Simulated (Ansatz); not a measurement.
I need a convergence test of the plane-wave cutoff of YZn, space group Pm-3m. Use Ansatz 0.2.0, Python API. Level of theory (first run): PBEsol, PAW, cutoff 250 eV, 9×9×9 k-points, Fermi-Dirac smearing of 0.1 eV. The script varies cutoff (eV): 250, 325, 400, 475, 550, 625.

Contents of `POSCAR_yzn`:
```text
YZn
1.0
   3.56000000    0.00000000    0.00000000
   0.00000000    3.56000000    0.00000000
   0.00000000    0.00000000    3.56000000
Y Zn
1 1
Direct
   0.00000000    0.00000000    0.00000000
   0.50000000    0.50000000    0.50000000
```

`yzn.py`:
```python
"""Cutoff test for YZn."""

import ansatz
from ase.io import read

XC = "PBEsol"
KGRID = (9, 9, 9)
SMEARING = "fermi_dirac"
SMEARING_WIDTH = 0.1

atoms = read("POSCAR_yzn", format="vasp")
xtal = ansatz.Crystal.from_ase(atoms)

calculation = (
    xtal.calculation()
    .functional(XC)
    .kpoints(*KGRID)
    .occupations(SMEARING, width=SMEARING_WIDTH)
    .forces()
    .stress()
)

rows = []
for value in [250, 325, 400, 475, 550, 625]:
    rep = calculation.basis(value).run().report
    rows.append((value, rep["free_energy_ev"] / len(rep["lattice"]["sites"]), rep["n_iterations"], sum(rep["stress_gpa"][i][i] for i in range(3)) / 3, max(abs(f) for row in rep["forces_ev_ang"] for f in row), rep["n_pw"]))

print(" cutoff (eV)   F/atom (eV)    iterations       P (GPa)  max component (eV/A)   plane waves")
for row in rows:
    print(f"{str(row[0]):>12s}  {row[1]:12.5f}  {row[2]:12d}  {row[3]:12.3f}  {row[4]:20.4f}  {row[5]:12d}")

# differences from the last row
for row in rows[:-1]:
    shift = 1000 * (row[1] - rows[-1][1])
    print(f"{row[0]}: {shift:+.2f} meV/atom" + ("  (within 1 meV)" if abs(shift) < 1 else ""))
```

```console
$ python yzn.py
DeckWarning: basis.ecutwfc = 250 eV is below the records' recommended 420 eV, and the density's cutoff is lower with it unless basis.ecutrho_ratio is high enough to keep the records' density cutoff: compare with a run at a higher cutoff
DeckWarning: basis.ecutwfc = 325 eV is below the records' recommended 420 eV, and the density's cutoff is lower with it unless basis.ecutrho_ratio is high enough to keep the records' density cutoff: compare with a run at a higher cutoff
DeckWarning: basis.ecutwfc = 400 eV is below the records' recommended 420 eV, and the density's cutoff is lower with it unless basis.ecutrho_ratio is high enough to keep the records' density cutoff: compare with a run at a higher cutoff
 cutoff (eV)   F/atom (eV)    iterations       P (GPa)  max component (eV/A)   plane waves
         250   -3537.76213             7        -1.899                0.0000           437
         325   -3538.34596             6        -2.013                0.0000           619
         400   -3538.36087             6        -2.073                0.0000           799
         475   -3538.36169             6        -2.079                0.0000          1045
         550   -3538.36185             6        -2.079                0.0000          1357
         625   -3538.36191             6        -2.080                0.0000          1575
250: +599.78 meV/atom
325: +15.95 meV/atom
400: +1.04 meV/atom
475: +0.22 meV/atom  (within 1 meV)
550: +0.06 meV/atom  (within 1 meV)
```
(Warnings from the package without file and line.)

From 475 eV on it stays within 1 meV an atom of the value at 625 eV; the first row (250 eV) is off by 599.8 meV and the last but one by 0.06 meV. The energy falls steadily, as expected when plane waves are added. The pressure moves from -1.90 to -2.08 GPa (the program's stress holds a Pulay correction, so it settles early).

Notes:
- The run is spin-unpolarised.
- Forces vanish by symmetry here and test nothing.
- Pressure is positive in compression.
- The starting cell is as deposited in a crystallographic database; the results hold for this polymorph, which needn't be the stable one.
- Shifts are counted from the last row, which is itself no proven limit.
- Finished in 13 s on 1 thread of Intel(R) Xeon(R) Platinum 8259CL CPU @ 2.50GHz (Skylake/Cascade Lake), with other jobs on the host, peak memory 0.51 GiB.
